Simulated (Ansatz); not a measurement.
# BrClH4N2Si: one species, many methods

An exercise on one series of results from a longer session: the logs are not shown, and one member is left open.

Method: functionals in def2-TZVPP, the program's frozen cores in correlated methods; program: Ansatz 0.2.0, Gaussian basis.

The runs, in order: LDA (SPW92), PBE-D4, revPBE-D4, BLYP-D4, r2SCAN-D4, B97M-V, PBE0-D4, B3LYP-D4, r2SCANh-D4, r2SCAN0-D4, HSE06-D4, BHLYP-D4, CAM-B3LYP-D4, LC-ωPBE, ωB97X-V, ωB97M-V, B2PLYP, PBE-QIDH; CCSD(T)/def2-SVP; CCSD(T)/def2-TZVPP; MP2/def2-QZVPP; extrapolation to the limit; RPA on PBE.

### The geometry

The geometry comes from an earlier relaxation with PBE0-D4 in a triple-zeta def2 set; it is a stationary point, not always the lowest conformer.

SMILES `N[Si](N)(Cl)Br`, 9 atoms, charge 0, spin multiplicity 1.

Atoms are counted from 1 here; the program's logs count them from 0.

Bond lengths: N1–Si2 1.690 Å, N1–H6 1.007 Å, N1–H7 1.007 Å, Si2–N3 1.689 Å, Si2–Cl4 2.056 Å, Si2–Br5 2.227 Å, N3–H8 1.008 Å, N3–H9 1.006 Å. Angles: Si2–N1–H6 119.7°, Si2–N1–H7 120.2°, H6–N1–H7 112.4°, N1–Si2–N3 109.0°, N1–Si2–Cl4 104.7°, N1–Si2–Br5 116.6°, N3–Si2–Cl4 116.7°, N3–Si2–Br5 104.5°, Cl4–Si2–Br5 105.8°, Si2–N3–H8 119.9°, Si2–N3–H9 120.6°, H8–N3–H9 112.7°.

Set-up of the first run:

The input, in.yaml:

```yaml
crystal:
  periodic: [false, false, false]
  atoms:
    - {symbol: N, position_ang: [-0.571463, 1.271006, -0.470529]}
    - {symbol: Si, position_ang: [0.239613, -0.204873, -0.327266]}
    - {symbol: N, position_ang: [-0.030681, -0.831734, 1.217811]}
    - {symbol: Cl, position_ang: [-0.437465, -1.326735, -1.911523]}
    - {symbol: Br, position_ang: [2.457286, -0.148100, -0.526476]}
    - {symbol: H, position_ang: [-0.402678, 2.000410, 0.203610]}
    - {symbol: H, position_ang: [-0.804256, 1.635087, -1.379686]}
    - {symbol: H, position_ang: [-0.972815, -0.947934, 1.555584]}
    - {symbol: H, position_ang: [0.610959, -1.493424, 1.621374]}
basis:
  gaussian: {orbitals: def2-TZVPP}
hamiltonian: {xc: lda}
output: {orbitals: {seedname: orbitals}}
```

Among the steps run: LDA; PBE-D4 (GGA); revPBE-D4 (GGA); BLYP-D4 (GGA); r2SCAN-D4 (meta-GGA); B97M-V (meta-GGA); PBE0-D4 (hybrid); B3LYP-D4 (hybrid); r2SCANh-D4 (hybrid); r2SCAN0-D4 (hybrid); HSE06-D4 (hybrid); BHLYP-D4 (hybrid); CAM-B3LYP-D4 (range-separated); LC-ωPBE-D4 (range-separated; the results give it without D4); ωB97X-V (range-separated); ωB97M-V (range-separated); B2PLYP (double hybrid); PBE-QIDH (double hybrid).

One table of the session follows, with a row left open; its other results are not shown here.

It belongs to the step «Frontier levels by functional». 

```
  functional  HOMO (eV)  LUMO (eV)  gap (eV)
 LDA (SPW92)      -6.64      -0.65      5.99
      PBE-D4      -6.47      -0.44      6.03
   revPBE-D4      -6.41      -0.34      6.07
     BLYP-D4      -6.32      -0.40      5.92
   r2SCAN-D4      -6.81       0.05      6.86
      B97M-V      -6.89      -0.08      6.80
     PBE0-D4      -7.87       0.48      8.35
    B3LYP-D4      -7.61       0.15      7.76
  r2SCANh-D4      -7.33       0.36      7.69
  r2SCAN0-D4      -8.10       0.82      8.92
    HSE06-D4      -7.47       0.11      7.58
    BHLYP-D4      -9.12       1.22     10.34
CAM-B3LYP-D4      -9.25       1.34     10.59
     LC-ωPBE     -10.66       2.68     13.34
     ωB97X-V     -10.28       2.46     12.74
     ωB97M-V          ?          ?         ?
```

Estimate the missing values for ωB97M-V.

As computed: HOMO (eV): -10.15; LUMO (eV): 2.02; gap (eV): 12.17. In the column «HOMO (eV)» it lies between ωB97X-V (-10.28) and CAM-B3LYP-D4 (-9.25).
